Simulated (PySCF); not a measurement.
**BBr2F (dibromofluoroborane): TPSS/cc-pVDZ**

Aim: the vertical singlet–triplet gap of BBr2F (dibromofluoroborane) at TPSS/cc-pVDZ, from 2 runs. The job is set up through a Python script.

The calculation is run with PySCF 2.14.0.

2 further runs of the same task are left out: 2 set aside as unsound or not needed.

**1. The molecule**

BBr2F has 4 atoms, charge 0, and is taken as a singlet. As SMILES, `FB(Br)Br`. The coordinates come from a PBE0-D4/def2-TZVP relaxation.

Bond lengths: F1–B2 1.307 Å, B2–Br3 1.901 Å, B2–Br4 1.901 Å. Angles: F1–B2–Br3 119.1°, F1–B2–Br4 119.1°, Br3–B2–Br4 121.7°.

**2. A single-point energy at TPSS/cc-pVDZ**

Contents of run.py:

```python
# FB(Br)Br
from pyscf import gto, dft

mol = gto.Mole()
mol.atom = '''
F    1.316550   0.465960   0.364370
B    0.123960   0.043770   0.034160
Br  -0.483040  -1.629420   0.701450
Br  -0.957470   1.119690  -1.099980
'''
mol.max_memory = 1860
mol.basis = 'cc-pvdz'
mol.verbose = 3
mol.spin = 0
mol.build()

mf = dft.RKS(mol, xc='tpss')
mf.conv_tol = 1e-10
mf.grids.level = 5
mf.kernel()
if not mf.converged:
    mf = mf.newton().run(mf.mo_coeff, mf.mo_occ)

energy = mf.e_tot
print(f'total energy: {energy:.8f} hartree')
```

Run with:

```bash
$ OMP_NUM_THREADS=1 python run.py
```

Output:

```text
converged SCF energy = -5272.91321883
total energy: -5272.91321883 hartree
```

Wall time 24 s (1 thread of Arm Neoverse V2, shared host); peak memory 0.44 GiB.

**3. The triplet, same level**

Contents of geometry.xyz:

```xyz
4

F      1.316550     0.465960     0.364370
B      0.123960     0.043770     0.034160
Br    -0.483040    -1.629420     0.701450
Br    -0.957470     1.119690    -1.099980
```

Contents of input.py:

```python
from pyscf import gto, dft

molecule = gto.M(
    atom='geometry.xyz',
    spin=2,
    basis='cc-pvdz',
    max_memory=1860,
    verbose=3,
)

ks = dft.UKS(molecule)
ks.xc = 'tpss'
ks.conv_tol = 1e-10
ks.grids.level = 5
ks.kernel()
if not ks.converged:
    ks = ks.newton().run(ks.mo_coeff, ks.mo_occ)

energy = ks.e_tot
print('E = %.10f Eh' % energy)
```

Run with:

```bash
$ OMP_NUM_THREADS=1 python input.py
```

Output:

```text
WARN: HOMO -0.0827952227063138 >= LUMO -0.299443864676708

WARN: HOMO -0.00262892678168167 >= LUMO -0.175850683850562

WARN: HOMO -0.0606178113389606 >= LUMO -0.271245975668031

WARN: HOMO -0.0772578431393658 >= LUMO -0.282599082784919

WARN: HOMO -0.0654145719612336 >= LUMO -0.280417836414348

WARN: HOMO -0.0665240779467267 >= LUMO -0.27857651349279

WARN: HOMO -0.0664715573033661 >= LUMO -0.278906592710378

WARN: HOMO -0.0664809178218793 >= LUMO -0.278940926188102

WARN: HOMO -0.0665328861271037 >= LUMO -0.278982730692503

WARN: HOMO -0.0664962382708065 >= LUMO -0.278961984403745

WARN: HOMO -0.0665009904820622 >= LUMO -0.27897347184014

WARN: HOMO -0.0665013734756545 >= LUMO -0.278972041515233

WARN: HOMO -0.0665011855203961 >= LUMO -0.278971668255992

WARN: HOMO -0.0665012134273413 >= LUMO -0.278971951371624

converged SCF energy = -5272.71110947096  <S^2> = 2.004852  2S+1 = 3.0032329
E = -5272.7111094710 Eh
```

It took 56 s on 1 thread of Arm Neoverse V2, shared host; peak memory 0.47 GiB.

**4. Outcome**

Level: TPSS/cc-pVDZ.

```
                                        quantity           value
                           singlet: total energy  -5272.91322 Eh
                          singlet: dipole moment          0.12 D
                            singlet: HOMO energy        -7.29 eV
                            singlet: LUMO energy        -1.95 eV
                          singlet: HOMO–LUMO gap         5.34 eV
                           triplet: total energy  -5272.71111 Eh
                          triplet: dipole moment          1.59 D
     triplet: HOMO energy (highest over α and β)        -1.81 eV
                                   triplet: ⟨S²⟩           2.005
vertical energy of the triplet above the singlet        5.500 eV
```

What this shows: At this shape the triplet lies 5.50 eV (531 kJ/mol) above the singlet. Mulliken charges (singlet) run from -0.07 on Br4 to +0.15 on B2. Mulliken charges (triplet) run from -0.16 on B2 to +0.11 on Br3.
